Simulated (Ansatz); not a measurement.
**WC (P-6m2): cell relaxations under several functionals**

Program: the Python package of Ansatz 0.2.0. The levels of theory stand in the script. These are calculated values, not measurements.

### 1 The system

The structure is hexagonal, space group P-6m2 (No. 187). Conventional cell: a = 2.907 Å, b = 2.907 Å, c = 2.837 Å, α = 90.00°, β = 90.00°, γ = 120.00°. W (site symmetry -6m2) is surrounded by 6 C at 2.20 Å. C (site symmetry -6m2) has 6 W at 2.20 Å as nearest neighbours.

wc.extxyz, read by the script:

```xyz
2
Lattice="2.9065 0.0 0.0 -1.45325 2.51710284 0.0 0.0 0.0 2.8366" Properties=species:S:1:pos:R:3 pbc="T T T"
W     0.00000000    0.00000000    0.00000000
C     1.45325000    0.83903428    1.41830000
```

### 2 Script

lattice_wc.py reads:

```python
# -*- coding: utf-8 -*-
"""How the lattice of WC depends on the functional."""

from dataclasses import dataclass

import ansatz as az
import numpy as np


@dataclass(frozen=True)
class RunConfig:
    kmesh: tuple[int, ...] = (11, 11, 9)
    filling: str = "Fermi-Dirac"
    width_ev: float = 0.05
    force_tol: float = 0.01


settings = RunConfig()

def edges_and_angles(cell):
    cell = np.asarray(cell)
    a, b, c = np.linalg.norm(cell, axis=1)
    cosines = cell[1] @ cell[2] / (b * c), cell[0] @ cell[2] / (a * c), cell[0] @ cell[1] / (a * b)
    return (a, b, c, *np.degrees(np.arccos(cosines)))


def main():
    cell = az.Crystal.from_extxyz("wc.extxyz")

    base = (
        cell.calculation()
        .kpoints(*settings.kmesh)
        .occupations(settings.filling, width=settings.width_ev)
        .relax(cell=True, force_tolerance=settings.force_tol)
    )

    levels = [("lda", "none"), ("rpbe", "none"), ("pbe", "d3bj")]
    print("level            a       b       c    alpha   beta  gamma  V/atom  steps")
    for name, dispersion in levels:
        seen = []
        run = base.functional(name, dispersion=dispersion).session().plan()
        result = run.execute(on_event=lambda e: seen.append(e) if e["event"] == "relax_step" else None)
        cell = result.lattice.cell_ang
        label = name if dispersion == "none" else f"{name}+{dispersion}"
        print("{:13s} {:7.4f} {:7.4f} {:7.4f} {:6.2f} {:6.2f} {:6.2f}".format(label, *edges_and_angles(cell)), f"{abs(np.linalg.det(cell)) / len(result.lattice.sites):7.3f} {len(seen):5d}")


if __name__ == "__main__":
    main()
```

### 3 What the engine is handed

The package turns the script's settings into the engine's input (first run):

```yaml
crystal:
  lattice:
    - [2.9065, 0.0, 0.0]
    - [-1.45325, 2.51710284, 0.0]
    - [0.0, 0.0, 2.8366]
  atoms:
    - { symbol: W, position: [0.0, 0.0, 0.0] }
    - { symbol: C, position: [0.6666666666666666, 0.3333333333333333, 0.5] }
kpoints:
  mp_grid:
    grid: [11, 11, 9]
hamiltonian:
  xc: lda
  dispersion: none
scf:
  occupations:
    method: fermi_dirac
    width: 0.05
relax:
  f_tol: 0.01
  cell: {}
```

### 4 Launch

Run with:

```
$ python lattice_wc.py
```

What time and memory should one allow on 1 thread of Arm Neoverse V2, shared host?

About 36 s, with a peak of 0.42 GiB.
